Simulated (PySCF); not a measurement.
# C2H8AlClO: the cost of one run

The runs use PySCF 2.14.0, with density-fitted response routines of our own; the level of theory stands in each step. All values are computed, except where a source is named. Atoms count from 0, in the outputs and in this text.

### 1 The molecule as given

13 atoms, charge 0, multiplicity 1; geometry from: GFN2-xTB. The atoms were then displaced at random by about 0.01 Å, so the start is not that level's minimum.

Bonds of the start (Å): C0–O1 1.41, O1–C2 1.42, O1–Al3 1.97, Al3–Cl4 2.03, C0–H5 1.11, C0–H6 1.11, C0–H7 1.06, C2–H8 1.10, C2–H9 1.11, C2–H10 1.07, Al3–H11 1.55, Al3–H12 1.56.

### 2 Optimising the geometry at PBE0-D3(BJ)/def2-SVP

The job: settings as JSON, then the geometry in Å.

```
{"job": {"xc": "PBE0", "basis": "def2-SVP", "d3": "d3bj", "grid": 1, "shake": 0.01, "kind": "geom"}, "charge": 0, "multiplicity": 1}
C     -0.940490    -1.084160    -0.541840
O     -0.124370    -0.072910    -0.001250
C     -0.742200     1.200720     0.097570
Al     1.765180    -0.227210     0.528240
Cl     2.763130     0.872270    -0.856040
H     -1.837510    -1.212500     0.092050
H     -1.279520    -0.778650    -1.550280
H     -0.355580    -1.967200    -0.601010
H     -1.604810     1.164640     0.772050
H      0.021140     1.861810     0.560200
H     -1.013170     1.578190    -0.871810
H      1.807800    -1.777980     0.432160
H      1.546230     0.426100     1.929650
```

On the command line:

```console
$ OMP_NUM_THREADS=1 python probes_run.py task.json out
```

The driver reads the jobs from task.json and runs them one after another.

**Question.** How long does this first job take on 1 thread of Arm Neoverse V2, shared host, and how much memory does it need?

About 89 s, with a peak of 0.52 GiB.
